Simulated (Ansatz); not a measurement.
**Pb2O (Pn-3m): how the settings move a single-point run**

Aim: see which settings change the result for Pb2O (Pn-3m), by how much, and at what cost.

Method: reference: DFT PBE, scalar-relativistic, plane waves, PAW, in Ansatz 0.2.0.

**1. The starting structure**

The structure is cubic, space group Pn-3m (No. 224). Conventional cell: a = 5.380 Å, b = 5.380 Å, c = 5.380 Å, α = 90.00°, β = 90.00°, γ = 90.00°. Around Pb (site symmetry -3m) lie 2 O at 2.33 Å. O (site symmetry -43m) is surrounded by 4 Pb at 2.33 Å.

As a file:

```cif
data_structure
_symmetry_space_group_name_H-M 'Pn-3m:1'
_symmetry_Int_Tables_number 224
_cell_length_a 5.3800
_cell_length_b 5.3800
_cell_length_c 5.3800
_cell_angle_alpha 90.000
_cell_angle_beta 90.000
_cell_angle_gamma 90.000
_cell_volume 155.72
loop_
_atom_site_label
_atom_site_type_symbol
_atom_site_symmetry_multiplicity
_atom_site_Wyckoff_symbol
_atom_site_fract_x
_atom_site_fract_y
_atom_site_fract_z
_atom_site_occupancy
Pb1 Pb 4 b 0.25000 0.25000 0.25000 1
O1 O 2 a 0.00000 0.00000 0.00000 1
```

**2. Reference**

input.yaml reads:

```yaml
crystal:
  lattice:
    - [5.3800003225, 0.0, 0.0]
    - [0.0, 5.3800003225, 0.0]
    - [0.0, 0.0, 5.3800003225]
  atoms:
    - { symbol: Pb, position: [0.25, 0.25, 0.25] }
    - { symbol: Pb, position: [0.75, 0.75, 0.25] }
    - { symbol: Pb, position: [0.25, 0.75, 0.75] }
    - { symbol: Pb, position: [0.75, 0.25, 0.75] }
    - { symbol: O, position: [0.0, 0.0, 0.0] }
    - { symbol: O, position: [0.5, 0.5, 0.5] }
basis:
  ecutwfc: 420
  ecutrho_ratio: 4
kpoints:
  mp_grid: { grid: [4, 4, 4] }
hamiltonian:
  xc: pbe
scf:
  occupations: { method: gaussian, width: 0.05 }
output:
  forces: true
  stress: true
  eigenvalues: true
```

On the command line:

```console
$ ansatz run input.yaml --threads 4 --pin off --max-ram 8192MiB --backend cpu --events-out ev --progress --plain --runs-dir out
```

**3. Changed: starting moments, spin_polarized true**

input.yaml reads:

```yaml
crystal:
  lattice:
    - [5.3800003225, 0.0, 0.0]
    - [0.0, 5.3800003225, 0.0]
    - [0.0, 0.0, 5.3800003225]
  atoms:
    - { symbol: Pb, position: [0.25, 0.25, 0.25], spin: 0.2 }
    - { symbol: Pb, position: [0.75, 0.75, 0.25], spin: 0.2 }
    - { symbol: Pb, position: [0.25, 0.75, 0.75], spin: 0.2 }
    - { symbol: Pb, position: [0.75, 0.25, 0.75], spin: 0.2 }
    - { symbol: O, position: [0.0, 0.0, 0.0], spin: 0.2 }
    - { symbol: O, position: [0.5, 0.5, 0.5], spin: 0.2 }
basis:
  ecutwfc: 420
  ecutrho_ratio: 4
kpoints:
  mp_grid: { grid: [4, 4, 4] }
hamiltonian:
  xc: pbe
scf:
  occupations: { method: gaussian, width: 0.05 }
output:
  forces: true
  stress: true
magnetization:
  spin_polarized: true
```

**4. Changing settings: ecutwfc 600 eV, eigensolver.kind davidson**

Edit input.yaml of step 2 so:

```diff
@@ -13,3 +13,3 @@
 basis:
-  ecutwfc: 420
+  ecutwfc: "600 eV"
   ecutrho_ratio: 4
@@ -21,2 +21,3 @@
   occupations: { method: gaussian, width: 0.05 }
+  eigensolver: { kind: davidson }
 output:
@@ -24,2 +25 @@
   stress: true
-  eigenvalues: true
```

**5. Changed: xc pbesol**

Edit input.yaml of step 2 so:

```diff
@@ -18,3 +18,3 @@
 hamiltonian:
-  xc: pbe
+  xc: pbesol
 scf:
@@ -24,2 +24 @@
   stress: true
-  eigenvalues: true
```

Before running it: what results should come out? Wanted: for each run, ending; energy change; pressure; gap; force.

**Answer**, as computed:

```
                                         run     ending   energy change  pressure (GPa)  gap (eV)  force (eV/Å)  cycles   time
                                   reference  converged               0             2.7      0.00          0.00       7  2.1 s
    1: starting moments, spin_polarized true  converged    0.0 meV/atom             2.7      0.00          0.00      14  5.9 s
2: ecutwfc 600 eV, eigensolver.kind davidson  converged   -2.5 meV/atom             2.7      0.00          0.00       8  3.7 s
                                3: xc pbesol  converged  not comparable            -0.2      0.00          0.00       7  1.9 s
```

Residual by cycle in the longest SCF loop of each run; runs are numbered as in the table. The quantity is the density residual dr2, in eV.

```
cycle  reference    run 1    run 2    run 3
    1     0.0537     5.33   0.0508    0.507
    2    0.00719    0.476  0.00856   0.0756
    3     4.0e-4    0.159   4.9e-4  0.00156
    5     1.5e-6  0.00522   1.2e-5   6.8e-6
    6     1.1e-7   6.5e-4   4.6e-7   2.2e-7
    7     6.0e-9   2.0e-4   3.0e-7   1.3e-8
    8          -  0.00267   4.3e-8        -
    9          -   1.1e-5        -        -
   10          -   1.3e-6        -        -
   12          -   2.9e-8        -        -
   13          -  9.0e-10        -        -
   14          -  4.1e-11        -        -
```

**Reading.** Of the converged runs whose energies compare with the reference's, «ecutwfc 600 eV, eigensolver.kind davidson» moves the energy most (-2.5 meV/atom) and «starting moments, spin_polarized true» least (0.0 meV/atom). The pressure spans -0.2 to 2.7 GPa over the reference and the converged variants. Semilocal functionals close small gaps, and spin-orbit coupling, left out here, moves these band edges, so the missing gap need not be the real solid's. Of the variants the dearest is «starting moments, spin_polarized true» (5.9 s), the cheapest «xc pbesol» (1.9 s), on a shared host.
